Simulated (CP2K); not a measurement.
Crystal: BiTe.

```
Bi Te
1.0
     4.33941    0.00000    0.00000
     1.63419    4.01993    0.00000
     1.63419    1.09973    3.86658
Bi Te
1 1
Direct
  0.50000 0.50000 0.50000
  0.00000 0.00000 0.00000
```

The cell comes from a database or a generator and needn't be the stable form of this composition.

Base run:

- Program: CP2K 2026.2
- Functional: PBE
- Potentials or basis: POTENTIAL_UZH Bi GTH-PBE-q5, Te GTH-PBE-q6; TZVP-MOLOPT-PBE-GTH basis
- Density cutoff: 6123 eV
- k mesh: 7 × 7 × 7
- Occupations: fermi-dirac, width 0.05 eV
- Spin: no spin polarisation

Its results: band gap on the k mesh none (metal or under the smearing width); pressure 0.7 GPa.

Problem. The run is repeated on the same cell with these changes: functional from PBE to PBEsol. What comes out?

Solution. Band gap on the k mesh none (metal or under the smearing width); pressure -0.5 GPa.

PBEsol binds more tightly than PBE, so the same cell stands under less pressure.

Caveats: spin-orbit coupling is left out, which moves the levels of the heavy elements; the basis of atomic orbitals isn't converged, which shifts pressures, moduli and gaps; the potentials were made for another functional, which shifts forces and pressure (some runs).

Not every run made on this cell is shown here.
